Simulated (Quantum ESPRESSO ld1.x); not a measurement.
# Co²⁺ in [Ar] 3d7: an all-electron calculation

Aim: the levels, the sizes of the orbitals and the parts of the energy of the cobalt ion Co2+.

Program: Quantum ESPRESSO ld1.x 7.5. Level of theory: scalar-relativistic Kohn-Sham, LDA (Slater exchange, Perdew-Zunger correlation), spin-polarised, spherical densities, point nucleus; open shells are filled with parallel spins first. These are calculated values, not measurements, unless marked.

## Step 1: Starting point

* element: cobalt (Z = 27)
* charge: +2
* electrons: 25
* configuration: [Ar] 3d7

The outer shells:

Co²⁺
```
[Ar] core
3d [↑↓][↑↓][↑ ][↑ ][↑ ]
```

## Step 2: Self-consistent calculation

File ld1.in:

```fortran
 &input
    atom='Co',
    iswitch=1,
    rel=1,
    lsd=1,
    dft='PZ',
    config='[Ar] 3d7 4s0 4p0',
    verbosity='high',
    prefix='ld1',
    max_out_wfc=37,
    file_charge='ld1.rho',
 /
```

**Question.** What will this run give?

The runs gave:

```
                        quantity                     value
                    total energy        -1389.8805 hartree
exchange-correlation share of it                    4.07 %
                            −T/E                    1.0125
          highest occupied level       3d down, -25.758 eV
    most extended occupied level  3d down, <r> = 1.04 bohr
 radius at density 0.001 e/bohr³                 3.00 bohr
    maxima of the radial density                         3
         ionisation energy, NIST       33.5 (semi-emp.) eV
```

**Reading.** 3 principal shells are occupied and 3 maxima appear in the radial density. Relativity lifts −T/E to 1.012. Minus the highest eigenvalue, 25.758 eV, is 77 % of the tabulated ionisation energy (33.5 eV); the potential of a semilocal functional falls off too fast, so its top eigenvalue is too shallow. Open shells are spherical and high-spin; term and fine-structure splittings are not resolved.
